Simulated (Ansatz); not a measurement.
**Nickel, bcc under r²SCAN: from relaxation to bulk modulus**

The plan for nickel in the bcc structure: relax it, solve it on a dense k-mesh, switch on spin-orbit coupling, then scale the cell to 7 volumes from 88 to 112 % of the relaxed one and try a fit of the equation of state. The k-meshes are 16×16×16 for the relaxation; 26×26×26 for the dense run; 16×16×16 for spin-orbit coupling; 18×18×18 for the volumes.

This is Ni in the bcc structure; at room conditions it is fcc.

Method: DFT r2SCAN, plane waves (500 eV) with PAW, scalar-relativistic; the PAW data stem from PBE, with regenerated cores, in Ansatz 0.2.0.

### 1 The system as given

The structure is cubic, space group Im-3m (No. 229). Conventional cell: a = 2.797 Å, b = 2.797 Å, c = 2.797 Å, α = 90.00°, β = 90.00°, γ = 90.00°. Ni (site symmetry m-3m) has 8 Ni at 2.42 Å as nearest neighbours.

As a file:

```
Ni
1.0
    -1.39845    1.39845    1.39845
     1.39845   -1.39845    1.39845
     1.39845    1.39845   -1.39845
Ni
1
Direct
  0.00000 0.00000 0.00000
```

### 2 Relaxation of the cell

File input.yaml:

```yaml
crystal:
  lattice:
    - [-1.3984527048, 1.3984527048, 1.3984527048]
    - [1.3984527048, -1.3984527048, 1.3984527048]
    - [1.3984527048, 1.3984527048, -1.3984527048]
  atoms:
    - { symbol: Ni, position: [0.0, 0.0, 0.0] }
hamiltonian:
  xc: r2scan
  pseudopotentials:
    kind: paw
    azcp:
      Ni: "pseudopotentials/Ni.paw.azcp"
basis:
  ecutwfc: 500
  fft_grid_basis: typed
kpoints:
  mp_grid: { grid: [16, 16, 16], shift: [0, 0, 0] }
magnetization:
  spin_polarized: false
scf:
  occupations: { method: fermi_dirac, width: 0.1 }
relax:
  max_steps: 60
  f_tol: 0.01
  cell: {}
```

Command:

```console
ansatz run input.yaml --threads 1 --pin off --max-ram 3584MiB --backend cpu --events-out ev --progress --plain --runs-dir out
```

Further steps of the session: The energy on a finer k-mesh; With spin-orbit coupling; The cell scaled to 88 % of its volume; The cell scaled to 92 % of its volume; The cell scaled to 96 % of its volume; The cell scaled to 100 % of its volume; The cell scaled to 104 % of its volume; The cell scaled to 108 % of its volume; The cell scaled to 112 % of its volume.

Before running it: what results should come out? Wanted: space group; conventional cell; volume; shortest distance; gap on the mesh; relative to fcc, ferromagnetic; V₀, B₀, B₀′.

As calculated:

```
                      quantity                         value
space group (spins left aside)               Im-3m (No. 229)
             conventional cell                   a = 2.756 Å
                        volume                10.466 Å³/atom
             shortest distance                       2.387 Å
               gap on the mesh  none (levels filled in part)
relative to fcc, ferromagnetic                 +176 meV/atom
                   V₀, B₀, B₀′  10.432 Å³/atom, 228 GPa, 4.9
```

What this shows: From the guessed start the volume shrank by 4.3 % in 7 steps. It lies 176 meV/atom above the element's reference form at the same level (fcc, ferromagnetic, from a run of its own); part of this is magnetic energy, as this run has no moments. Levels at the Fermi energy are filled in part, as in a metal. Totals with and without spin-orbit coupling (+1.5 eV/atom apart) can't be read as binding, since the two-component data shift the zero of energy. The fitted modulus is 228 GPa. The symmetry was held, so the structure may be unstable against distortions that break it.
